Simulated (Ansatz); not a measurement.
# SiH2Cl2 + H2O: a complex and its separated parts

The complex below is one end of an elementary step. How strongly is it bound against its free parts?

The runs use Ansatz 0.2.0, Gaussian basis; PBE0-D4/def2-TZVP structures, single points in def2-TZVPP, no counterpoise correction.

Levels: SPW92, PBE-D4, BLYP-D4, r2SCAN-D4, B97M-V, PBE0-D4, B3LYP-D4, r2SCAN0-D4, BHLYP-D4, CAM-B3LYP-D4, wB97X-V, wB97M-V, B2PLYP, PBE-QIDH, RPA on PBE, Hartree-Fock, MP2, CCSD, CCSD(T).

Correlated methods freeze the cores. B3LYP uses VWN-RPA correlation. B2PLYP carries no dispersion term here.

94 further runs of the same task are left out: 94 set aside as unsound or not needed.

## (1) The starting structure

The complex: 8 atoms, charge 0, spin multiplicity 1.

Atoms are counted from 1 here; the program's logs count them from 0.

Bond lengths: Si1–Cl3 2.056 Å, Si1–Cl4 2.054 Å, Si1–H5 1.471 Å, Si1–H7 1.471 Å, O2–H6 0.961 Å, O2–H8 0.961 Å. Angles: Cl3–Si1–Cl4 107.1°, Cl3–Si1–H5 106.4°, Cl3–Si1–H7 106.4°, Cl4–Si1–H5 109.9°, Cl4–Si1–H7 109.9°, H5–Si1–H7 116.5°, H6–O2–H8 104.9°.

Geometry (Å):

```xyz
8
charge 0, multiplicity 1
Si   -0.43871   -0.72465   -0.64809
O     1.18839    1.07547    0.84468
Cl   -1.33927   -2.11091   -1.87051
Cl   -1.91640    0.11398    0.50653
H     0.14483    0.29409   -1.53367
H     1.05036    0.87103    1.77338
H     0.50117   -1.46949    0.20313
H     0.80963    1.95039    0.72455
```

Its parts: SiH2Cl2 holds atoms 1, 3, 4, 5, 7; H2O holds atoms 2, 6, 8. Each part counts its atoms afresh in its own runs.

## (2) Relaxing SiH2Cl2 alone

relax-a/in.yaml

```yaml
crystal:
  periodic: [false, false, false]
  atoms:
    - {symbol: Si, position_ang: [-0.438714, -0.724653, -0.648095]}
    - {symbol: Cl, position_ang: [-1.339266, -2.110912, -1.870510]}
    - {symbol: Cl, position_ang: [-1.916398, 0.113975, 0.506532]}
    - {symbol: H, position_ang: [0.144832, 0.294088, -1.533666]}
    - {symbol: H, position_ang: [0.501167, -1.469493, 0.203130]}
basis:
  gaussian: {orbitals: def2-TZVP}
hamiltonian: {xc: pbe0, dispersion: d4}
relax: {f_tol: 0.005, max_steps: 200}
```

Run with:

```bash
$ ansatz run in.yaml --threads 4 --pin off --events-out ev --progress --plain --max-ram 9574MiB
```

What it wrote, shortened:

```text
Functional definition: PBE0
  name "PBE0"
  cite "Adamo & Barone, J. Chem. Phys. 110, 6158 (1999) doi:10.1063/1.478522"
  cite "Perdew, Burke & Ernzerhof, Phys. Rev. Lett. 77, 3865 (1996) doi:10.1103/PhysRevLett.77.3865"
  parent pbe
[...]
892 factors; their error is unknown
[...]
mean field -32947.62419454 eV, -1210.8028564477 hartree, gradient 5.8e-5 eV, S^2 0.000000; 0 other end points of the search recorded, 0 dependent functions left out
[...]
reference -32947.62422220 eV, -1210.8028574640 hartree; 25, 25 occupied and 98, 98 virtual orbitals, 892 factors
[...]
reference -32947.64895722 eV, -1210.8037664591 hartree; 25, 25 occupied and 98, 98 virtual orbitals, 892 factors
Total energy: -32947.75216720 eV, -1210.8075593559 hartree
Atom 0 at    -0.472285    -0.749029    -0.665878 Å, force    -0.002352     0.003952     0.004551 eV/Å
Atom 1 at    -1.337786    -2.131254    -1.891614 Å, force    -0.001741    -0.002102    -0.001777 eV/Å
Atom 2 at    -1.887847     0.127102     0.514055 Å, force     0.001570    -0.001765    -0.002116 eV/Å
Atom 3 at     0.149658     0.294594    -1.503065 Å, force     0.001378    -0.000559     0.000183 eV/Å
Atom 4 at     0.499881    -1.438407     0.203894 Å, force     0.001145     0.000474    -0.000842 eV/Å
Dipole moment:     0.233812     0.051539     0.004352 e Å
```

It took 4.5 s on 4 threads of Arm Neoverse V2, shared host.

Relaxation path:

```csv
step,energy from step 1 (eV),largest force component (eV/Å)
1,0.0000,0.7082
2,-0.0170,0.1596
3,-0.0244,0.0211
4,-0.0245,0.0046
```

Close pairs (by a distance rule), those that changed most:

```csv
bond,before (Å),after (Å),change (Å)
Si1–Cl2,2.056,2.040,-0.016
Si1–Cl3,2.054,2.041,-0.014
Si1–H4,1.471,1.475,+0.005
Si1–H5,1.471,1.475,+0.005
```

## (3) Relaxing H2O alone

relax-b/in.yaml

```yaml
crystal:
  periodic: [false, false, false]
  atoms:
    - {symbol: O, position_ang: [1.188391, 1.075474, 0.844677]}
    - {symbol: H, position_ang: [1.050361, 0.871029, 1.773385]}
    - {symbol: H, position_ang: [0.809629, 1.950392, 0.724547]}
basis:
  gaussian: {orbitals: def2-TZVP}
hamiltonian: {xc: pbe0, dispersion: d4}
relax: {f_tol: 0.005, max_steps: 200}
```

Run with:

```bash
$ ansatz run in.yaml --threads 4 --pin off --events-out ev --progress --plain --max-ram 9574MiB
```

What it wrote, shortened:

```text
[... 5 set-up lines as earlier in the session ...]
[...]
239 factors; their error is unknown
[...]
mean field -2078.33297865 eV, -76.3773282208 hartree, gradient 1.3e-5 eV, S^2 0.000000; 0 other end points of the search recorded, 0 dependent functions left out
[...]
reference -2078.33308916 eV, -76.3773322819 hartree; 5, 5 occupied and 38, 38 virtual orbitals, 239 factors
Total energy: -2078.33734460 eV, -76.3774886664 hartree
Atom 0 at     1.187827     1.076208     0.845555 Å, force     0.002663    -0.003457    -0.004162 eV/Å
Atom 1 at     1.050604     0.870833     1.772782 Å, force    -0.001832     0.003974    -0.000103 eV/Å
Atom 2 at     0.809949     1.949854     0.724272 Å, force    -0.000831    -0.000517     0.004265 eV/Å
Dipole moment:    -0.189976     0.246467     0.297243 e Å
```

It took 0.45 s on 4 threads of Arm Neoverse V2, shared host.

Relaxation path:

```csv
step,energy from step 1 (eV),largest force component (eV/Å)
1,0.0000,0.0651
2,-0.0001,0.0193
3,-0.0001,0.0043
```

Close pairs (by a distance rule), those that changed most:

```csv
bond,before (Å),after (Å),change (Å)
O1–H3,0.961,0.960,-0.001
O1–H2,0.961,0.960,-0.001
```

## (4) SPW92/def2-TZVPP

parta/in.yaml

```yaml
crystal:
  periodic: [false, false, false]
  atoms:
    - {symbol: Si, position_ang: [-0.472285, -0.749029, -0.665878]}
    - {symbol: Cl, position_ang: [-1.337786, -2.131254, -1.891614]}
    - {symbol: Cl, position_ang: [-1.887847, 0.127102, 0.514055]}
    - {symbol: H, position_ang: [0.149658, 0.294594, -1.503065]}
    - {symbol: H, position_ang: [0.499881, -1.438407, 0.203894]}
basis:
  gaussian: {orbitals: def2-TZVPP}
hamiltonian: {xc: lda}
```

partb/in.yaml

```yaml
crystal:
  periodic: [false, false, false]
  atoms:
    - {symbol: O, position_ang: [1.187827, 1.076208, 0.845555]}
    - {symbol: H, position_ang: [1.050604, 0.870833, 1.772782]}
    - {symbol: H, position_ang: [0.809949, 1.949854, 0.724272]}
basis:
  gaussian: {orbitals: def2-TZVPP}
hamiltonian: {xc: lda}
```

One command serves all of them, each in its own folder.

Run with:

```bash
$ ansatz run in.yaml --threads 4 --pin off --events-out ev --progress --plain --max-ram 9574MiB
```

parta printed, shortened:

```text
Functional definition: SPW92
  name "SPW92"
  cite "Dirac, Proc. Camb. Phil. Soc. 26, 376 (1930) doi:10.1017/S0305004100016108"
  cite "Slater, Phys. Rev. 81, 385 (1951) doi:10.1103/PhysRev.81.385"
  cite "Perdew & Wang, Phys. Rev. B 45, 13244 (1992) doi:10.1103/PhysRevB.45.13244"
[...]
994 factors; their error is unknown
[...]
mean field -32846.23829384 eV, -1207.0769933187 hartree, gradient 5.0e-5 eV, S^2 0.000000; 0 other end points of the search recorded, 0 dependent functions left out
reference -32846.23832763 eV, -1207.0769945604 hartree; 25, 25 occupied and 129, 129 virtual orbitals, 994 factors
Total energy: -32846.23832763 eV, -1207.0769945604 hartree
```

Log of partb, shortened:

```text
[... 5 set-up lines as earlier in the session ...]
[...]
269 factors; their error is unknown
[...]
mean field -2065.39693373 eV, -75.9019373384 hartree, gradient 5.3e-5 eV, S^2 0.000000; 0 other end points of the search recorded, 0 dependent functions left out
reference -2065.39695256 eV, -75.9019380304 hartree; 5, 5 occupied and 54, 54 virtual orbitals, 269 factors
Total energy: -2065.39695256 eV, -75.9019380304 hartree
```

They took 0.45 s (parta), 0.1 s (partb) on 4 threads of Arm Neoverse V2, shared host.

## (5) PBE-D4/def2-TZVPP

The same edit goes into each in.yaml of step 4 (parta, partb):

```diff
-hamiltonian: {xc: lda}
+hamiltonian: {xc: pbe, dispersion: d4}
```

The same command starts each run, in its folder.

Run with:

```bash
$ ansatz run in.yaml --threads 4 --pin off --events-out ev --progress --plain --max-ram 9574MiB
```

parta printed, shortened:

```text
Functional definition: PBE
  name "PBE"
[... 2 set-up lines as earlier in the session ...]
[...]
994 factors; their error is unknown
[...]
mean field -32944.78015803 eV, -1210.6983400335 hartree, gradient 5.6e-5 eV, S^2 0.000000; 0 other end points of the search recorded, 0 dependent functions left out
reference -32944.78019421 eV, -1210.6983413632 hartree; 25, 25 occupied and 129, 129 virtual orbitals, 994 factors
Total energy: -32944.90257559 eV, -1210.7028387961 hartree
```

Output in partb, shortened:

```text
[... 4 set-up lines as earlier in the session ...]
[...]
269 factors; their error is unknown
[...]
mean field -2078.40750157 eV, -76.3800668876 hartree, gradient 4.4e-5 eV, S^2 0.000000; 0 other end points of the search recorded, 0 dependent functions left out
reference -2078.40752205 eV, -76.3800676399 hartree; 5, 5 occupied and 54, 54 virtual orbitals, 269 factors
Total energy: -2078.41283862 eV, -76.3802630203 hartree
```

Wall times: 0.75 s (parta), 0.15 s (partb) on 4 threads of Arm Neoverse V2, shared host.

## (6) BLYP-D4/def2-TZVPP

Each input of step 5 (parta, partb) changes in the same lines:

```diff
-hamiltonian: {xc: pbe, dispersion: d4}
+hamiltonian: {xc: {name: BLYP}, dispersion: d4}
```

One command serves all of them, each in its own folder.

Run with:

```bash
$ ansatz run in.yaml --threads 4 --pin off --events-out ev --progress --plain --max-ram 9574MiB
```

parta printed, shortened:

```text
Functional definition: BLYP
  name "BLYP"
  cite "Becke, Phys. Rev. A 38, 3098 (1988) doi:10.1103/PhysRevA.38.3098"
  cite "Lee, Yang & Parr, Phys. Rev. B 37, 785 (1988) doi:10.1103/PhysRevB.37.785"
[...]
994 factors; their error is unknown
[...]
mean field -32958.84214331 eV, -1211.2151084610 hartree, gradient 5.4e-5 eV, S^2 0.000000; 0 other end points of the search recorded, 0 dependent functions left out
reference -32958.84247312 eV, -1211.2151205815 hartree; 25, 25 occupied and 129, 129 virtual orbitals, 994 factors
Total energy: -32959.11112809 eV, -1211.2249934693 hartree
```

partb printed, shortened:

```text
[... 4 set-up lines as earlier in the session ...]
[...]
269 factors; their error is unknown
[...]
mean field -2080.27673819 eV, -76.4487600663 hartree, gradient 8.6e-5 eV, S^2 0.000000; 0 other end points of the search recorded, 0 dependent functions left out
reference -2080.27692774 eV, -76.4487670322 hartree; 5, 5 occupied and 54, 54 virtual orbitals, 269 factors
Total energy: -2080.28976898 eV, -76.4492389391 hartree
```

Wall times: 0.75 s (parta), 0.15 s (partb) on 4 threads of Arm Neoverse V2, shared host.

## (7) r2SCAN-D4/def2-TZVPP

The same edit goes into each in.yaml of step 6 (parta, partb):

```diff
-hamiltonian: {xc: {name: BLYP}, dispersion: d4}
+hamiltonian: {xc: r2scan, dispersion: d4}
```

One command serves all of them, each in its own folder.

Run with:

```bash
$ ansatz run in.yaml --threads 4 --pin off --events-out ev --progress --plain --max-ram 9574MiB
```

parta printed, shortened:

```text
Functional definition: r2SCAN
  name "r2SCAN"
  cite "Furness, Kaplan, Ning, Perdew & Sun, J. Phys. Chem. Lett. 11, 8208 (2020) doi:10.1021/acs.jpclett.0c02405"
  cite "Furness, Kaplan, Ning, Perdew & Sun, J. Phys. Chem. Lett. 11, 9248 (2020) doi:10.1021/acs.jpclett.0c03077"
  parent r2scan
[...]
994 factors; their error is unknown
[...]
mean field -32956.88333852 eV, -1211.1431237128 hartree, gradient 3.0e-5 eV, S^2 0.000000; 0 other end points of the search recorded, 0 dependent functions left out
reference -32956.88334793 eV, -1211.1431240585 hartree; 25, 25 occupied and 129, 129 virtual orbitals, 994 factors
Total energy: -32956.90978067 eV, -1211.1440954440 hartree
```

partb printed, shortened:

```text
[... 5 set-up lines as earlier in the session ...]
[...]
269 factors; their error is unknown
[...]
mean field -2079.58108479 eV, -76.4231952754 hartree, gradient 8.5e-5 eV, S^2 0.000000; 0 other end points of the search recorded, 0 dependent functions left out
reference -2079.58108999 eV, -76.4231954666 hartree; 5, 5 occupied and 54, 54 virtual orbitals, 269 factors
Total energy: -2079.58236241 eV, -76.4232422269 hartree
```

They took 1.8 s (parta), 0.4 s (partb) on 4 threads of Arm Neoverse V2, shared host.

## (8) B97M-V/def2-TZVPP

Each input of step 7 (parta, partb) changes in the same lines:

```diff
-hamiltonian: {xc: r2scan, dispersion: d4}
+hamiltonian: {xc: {name: B97M-V}}
```

One command serves all of them, each in its own folder.

Run with:

```bash
$ ansatz run in.yaml --threads 4 --pin off --events-out ev --progress --plain --max-ram 9574MiB
```

Output in parta, shortened:

```text
Functional definition: B97M-V
  name "B97M-V"
  cite "Mardirossian & Head-Gordon, J. Chem. Phys. 142, 074111 (2015) doi:10.1063/1.4907719"
  cite "Becke, J. Chem. Phys. 107, 8554 (1997) doi:10.1063/1.475007"
  cite "Vydrov & Van Voorhis, J. Chem. Phys. 133, 244103 (2010) doi:10.1063/1.3521275"
  # Of w^i u^j: cxij and so on, Table III.
[...]
  gx(w, u) = cx00 + cx01*u + cx02*u^2 + (cx10 + cx11*u)*w
[...]
  gos(w, u) = cos00 + cos01*u + cos03*u^3 + cos10*w + cos32*w^3*u^2
[...]
      + integral(e_c_pw_mod_opposite_spin*gos(b97_w_opposite, b97_u_opposite)) + vv10(b, c)
994 factors; their error is unknown
[...]
mean field -32950.75811452 eV, -1210.9180258826 hartree, gradient 2.6e-5 eV, S^2 0.000000; 0 other end points of the search recorded, 0 dependent functions left out
reference -32950.75816302 eV, -1210.9180276648 hartree; 25, 25 occupied and 129, 129 virtual orbitals, 994 factors
Total energy: -32950.75816302 eV, -1210.9180276648 hartree
```

partb printed, shortened:

```text
[... 5 set-up lines as earlier in the session ...]
  # Of w^i u^j: cxij and so on, Table III.
[...]
  gx(w, u) = cx00 + cx01*u + cx02*u^2 + (cx10 + cx11*u)*w
[...]
  gos(w, u) = cos00 + cos01*u + cos03*u^3 + cos10*w + cos32*w^3*u^2
[...]
      + integral(e_c_pw_mod_opposite_spin*gos(b97_w_opposite, b97_u_opposite)) + vv10(b, c)
269 factors; their error is unknown
[...]
mean field -2079.93542191 eV, -76.4362169244 hartree, gradient 2.9e-5 eV, S^2 0.000000; 0 other end points of the search recorded, 0 dependent functions left out
reference -2079.93544873 eV, -76.4362179098 hartree; 5, 5 occupied and 54, 54 virtual orbitals, 269 factors
Total energy: -2079.93544873 eV, -76.4362179098 hartree
```

They took 3.2 s (parta), 0.4 s (partb) on 4 threads of Arm Neoverse V2, shared host.

## (9) PBE0-D4/def2-TZVPP

The same edit goes into each in.yaml of step 8 (parta, partb):

```diff
-hamiltonian: {xc: {name: B97M-V}}
+hamiltonian: {xc: pbe0, dispersion: d4}
+output: {orbitals: {seedname: orbitals}}
```

One command serves all of them, each in its own folder.

Run with:

```bash
$ ansatz run in.yaml --threads 4 --pin off --events-out ev --progress --plain --max-ram 9574MiB
```

Output in parta, shortened:

```text
[... 5 set-up lines as earlier in the session ...]
[...]
1059 factors; their error is unknown
[...]
mean field -32947.66122575 eV, -1210.8042173194 hartree, gradient 2.4e-5 eV, S^2 0.000000; 0 other end points of the search recorded, 0 dependent functions left out
reference -32947.66125311 eV, -1210.8042183250 hartree; 25, 25 occupied and 129, 129 virtual orbitals, 1059 factors
Total energy: -32947.76446309 eV, -1210.8080112218 hartree
```

partb printed, shortened:

```text
[... 5 set-up lines as earlier in the session ...]
[...]
269 factors; their error is unknown
[...]
mean field -2078.42779102 eV, -76.3808125112 hartree, gradient 1.2e-5 eV, S^2 0.000000; 0 other end points of the search recorded, 0 dependent functions left out
reference -2078.42780553 eV, -76.3808130441 hartree; 5, 5 occupied and 54, 54 virtual orbitals, 269 factors
Total energy: -2078.43206096 eV, -76.3809694286 hartree
```

Wall times: 1.1 s (parta), 0.15 s (partb) on 4 threads of Arm Neoverse V2, shared host.

## (10) B3LYP-D4/def2-TZVPP

The same edit goes into each in.yaml of step 9 (parta, partb):

```diff
-hamiltonian: {xc: pbe0, dispersion: d4}
-output: {orbitals: {seedname: orbitals}}
+hamiltonian: {xc: {name: B3LYP}, dispersion: d4}
```

One command serves all of them, each in its own folder.

Run with:

```bash
$ ansatz run in.yaml --threads 4 --pin off --events-out ev --progress --plain --max-ram 9574MiB
```

Log of parta, shortened:

```text
Functional definition: B3LYP
  name "B3LYP"
  cite "Stephens, Devlin, Chabalowski & Frisch, J. Phys. Chem. 98, 11623 (1994) doi:10.1021/j100096a001"
[... 2 set-up lines as earlier in the session ...]
  cite "Vosko, Wilk & Nusair, Can. J. Phys. 58, 1200 (1980) doi:10.1139/p80-159"
[...]
1035 factors; their error is unknown
[...]
mean field -32960.63800272 eV, -1211.2811050772 hartree, gradient 2.2e-5 eV, S^2 0.000000; 0 other end points of the search recorded, 0 dependent functions left out
reference -32960.63825094 eV, -1211.2811141992 hartree; 25, 25 occupied and 129, 129 virtual orbitals, 1035 factors
Total energy: -32960.84042541 eV, -1211.2885439738 hartree
```

Output in partb, shortened:

```text
[... 6 set-up lines as earlier in the session ...]
[...]
269 factors; their error is unknown
[...]
mean field -2080.76394787 eV, -76.4666646918 hartree, gradient 1.1e-5 eV, S^2 0.000000; 0 other end points of the search recorded, 0 dependent functions left out
reference -2080.76408622 eV, -76.4666697761 hartree; 5, 5 occupied and 54, 54 virtual orbitals, 269 factors
Total energy: -2080.77251151 eV, -76.4669793999 hartree
```

They took 1.1 s (parta), 0.15 s (partb) on 4 threads of Arm Neoverse V2, shared host.

## (11) r2SCAN0-D4/def2-TZVPP

Each input of step 10 (parta, partb) changes in the same lines:

```diff
-hamiltonian: {xc: {name: B3LYP}, dispersion: d4}
+hamiltonian: {xc: {name: r2SCAN0}, dispersion: d4}
```

One command serves all of them, each in its own folder.

Run with:

```bash
$ ansatz run in.yaml --threads 4 --pin off --events-out ev --progress --plain --max-ram 9574MiB
```

Output in parta, shortened:

```text
Functional definition: r2SCAN0
  name "r2SCAN0"
  cite "Bursch, Neugebauer, Ehlert & Grimme, J. Chem. Phys. 156, 134105 (2022) doi:10.1063/5.0086040"
[... 3 set-up lines as earlier in the session ...]
[...]
1059 factors; their error is unknown
[...]
mean field -32956.63972824 eV, -1211.1341712000 hartree, gradient 3.0e-5 eV, S^2 0.000000; 0 other end points of the search recorded, 0 dependent functions left out
reference -32956.63973573 eV, -1211.1341714755 hartree; 25, 25 occupied and 129, 129 virtual orbitals, 1059 factors
Total energy: -32956.67216996 eV, -1211.1353634112 hartree
```

Output in partb, shortened:

```text
[... 6 set-up lines as earlier in the session ...]
[...]
269 factors; their error is unknown
[...]
mean field -2079.27468237 eV, -76.4119351941 hartree, gradient 2.0e-5 eV, S^2 0.000000; 0 other end points of the search recorded, 0 dependent functions left out
reference -2079.27468647 eV, -76.4119353448 hartree; 5, 5 occupied and 54, 54 virtual orbitals, 269 factors
Total energy: -2079.27609050 eV, -76.4119869418 hartree
```

They took 2.1 s (parta), 0.4 s (partb) on 4 threads of Arm Neoverse V2, shared host.

## (12) BHLYP-D4/def2-TZVPP

The same edit goes into each in.yaml of step 11 (parta, partb):

```diff
-hamiltonian: {xc: {name: r2SCAN0}, dispersion: d4}
+hamiltonian: {xc: {name: BHLYP}, dispersion: d4}
```

One command serves all of them, each in its own folder.

Run with:

```bash
$ ansatz run in.yaml --threads 4 --pin off --events-out ev --progress --plain --max-ram 9574MiB
```

parta printed, shortened:

```text
Functional definition: BHLYP
  name "BHLYP"
  cite "Becke, J. Chem. Phys. 98, 1372 (1993) doi:10.1063/1.464304"
[... 2 set-up lines as earlier in the session ...]
[...]
1116 factors; their error is unknown
[...]
mean field -32959.30332001 eV, -1211.2320563922 hartree, gradient 6.7e-5 eV, S^2 0.000000; 0 other end points of the search recorded, 0 dependent functions left out
reference -32959.30348986 eV, -1211.2320626342 hartree; 25, 25 occupied and 129, 129 virtual orbitals, 1116 factors
Total energy: -32959.47427761 eV, -1211.2383389680 hartree
```

partb printed, shortened:

```text
[... 5 set-up lines as earlier in the session ...]
[...]
295 factors; their error is unknown
[...]
mean field -2079.57893756 eV, -76.4231163661 hartree, gradient 2.0e-5 eV, S^2 0.000000; 0 other end points of the search recorded, 0 dependent functions left out
reference -2079.57902834 eV, -76.4231197023 hartree; 5, 5 occupied and 54, 54 virtual orbitals, 295 factors
Total energy: -2079.58397971 eV, -76.4233016618 hartree
```

Times: 0.9 s (parta), 0.15 s (partb) on 4 threads of Arm Neoverse V2, shared host.

## (13) CAM-B3LYP-D4/def2-TZVPP

Each input of step 12 (parta, partb) changes in the same lines:

```diff
-hamiltonian: {xc: {name: BHLYP}, dispersion: d4}
+hamiltonian: {xc: {name: CAM-B3LYP}, dispersion: d4}
```

The same command starts each run, in its folder.

Run with:

```bash
$ ansatz run in.yaml --threads 4 --pin off --events-out ev --progress --plain --max-ram 9574MiB
```

parta printed, shortened:

```text
Functional definition: CAM-B3LYP
  name "CAM-B3LYP"
  cite "Yanai, Tew & Handy, Chem. Phys. Lett. 393, 51 (2004) doi:10.1016/j.cplett.2004.06.011"
  cite "Iikura, Tsuneda, Yanai & Hirao, J. Chem. Phys. 115, 3540 (2001) doi:10.1063/1.1383587"
[... 2 set-up lines as earlier in the session ...]
[...]
1035 factors; their error is unknown
195 factors; integrals over basis functions are off by at most 1.4e-5 eV
[...]
mean field -32960.15139820 eV, -1211.2632226908 hartree, gradient 6.4e-5 eV, S^2 0.000000; 0 other end points of the search recorded, 0 dependent functions left out
reference -32960.15151903 eV, -1211.2632271311 hartree; 25, 25 occupied and 129, 129 virtual orbitals, 1035 factors
Total energy: -32960.25789915 eV, -1211.2671365284 hartree
```

Output in partb, shortened:

```text
[... 6 set-up lines as earlier in the session ...]
[...]
  # Exact exchange under (alpha + beta erf(omega r))/r, Becke's under what is left of 1/r.
[...]
269 factors; their error is unknown
72 factors; integrals over basis functions are off by at most 1.6e-5 eV
[...]
mean field -2079.99970228 eV, -76.4385791843 hartree, gradient 1.1e-5 eV, S^2 0.000000; 0 other end points of the search recorded, 0 dependent functions left out
reference -2079.99976970 eV, -76.4385816621 hartree; 5, 5 occupied and 54, 54 virtual orbitals, 269 factors
Total energy: -2080.00383530 eV, -76.4387310699 hartree
```

Times: 1.2 s (parta), 0.2 s (partb) on 4 threads of Arm Neoverse V2, shared host.

(Part 1 of 2 ends here.)
